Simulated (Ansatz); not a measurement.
Runs of Ansatz 0.2.0 on Hf2Pd2Se2Br2O3. The typed cell holds 11 atoms: a = 5.761 Å, b = 5.870 Å, c = 6.872 Å, α = 96.27°, β = 102.51°, γ = 95.11°. The cell was built by a generator and needn't be a form met in nature.

```tsv
task	level	potentials or basis	spin	U	k mesh	cutoff (eV)	hubbard projectors	double counting	points for each segment of the path	temperature	mesh quality	gap on the mesh (eV)	pressure (GPa)	largest force (eV/Å)
projected density of states	PBE+U	Ansatz PAW	off	Hf d U = 6 eV, Pd d U = 6 eV	5 × 5 × 4	420	ortho-atomic (the default)	fll (the default)	-	-	not flagged	0.58	3.5	0.47
single point	PBE	Ansatz NC	off	-	5 × 5 × 4	1240	-	-	-	-	not flagged	0.21	0.0	0.02
band structure	r2SCAN	Ansatz PAW	SOC, no magnetisation	-	4 × 4 × 3	500	-	-	10	-	not flagged	0.36	-2.4	0.25
band structure	PBE	Ansatz PAW	SOC, no magnetisation	-	4 × 4 × 3	420	-	-	10	-	not flagged	(a)	0.0	0.03
band structure	BLYP	Ansatz PAW	off	-	5 × 5 × 4	420	-	-	10	-	not flagged	(b)	4.2	0.26
projected density of states	PBE+U	Ansatz PAW	off	Hf d U = 2 eV, Pd d U = 2 eV	5 × 5 × 4	420	ortho-atomic (the default)	fll (the default)	-	-	not flagged	0.45	1.1	0.14
projected density of states	PBE+U	Ansatz PAW	off	Hf d U = 4 eV, Pd d U = 4 eV	5 × 5 × 4	420	ortho-atomic (the default)	fll (the default)	-	-	not flagged	0.57	2.2	0.30
```

Alike in all rows: cell as given; smearing fermi-dirac 0.05 eV.

Question: Fill in the values left out.

Answer: (a) 0.19; (b) 0.24.

Caveats: spin-orbit coupling is left out, which moves the levels of the heavy elements (some runs); odd divisions of the mesh miss points on the zone boundary, where band edges often lie, so the gap on the mesh can be too wide (some runs); the PAW data sets come from PBE, with cores solved anew for the run's functional, which leaves a small shift of forces and pressure (some runs).

A k mesh can miss the band edges, and rows without SOC leave out spin-orbit coupling on Br, Hf, Pd, Se.
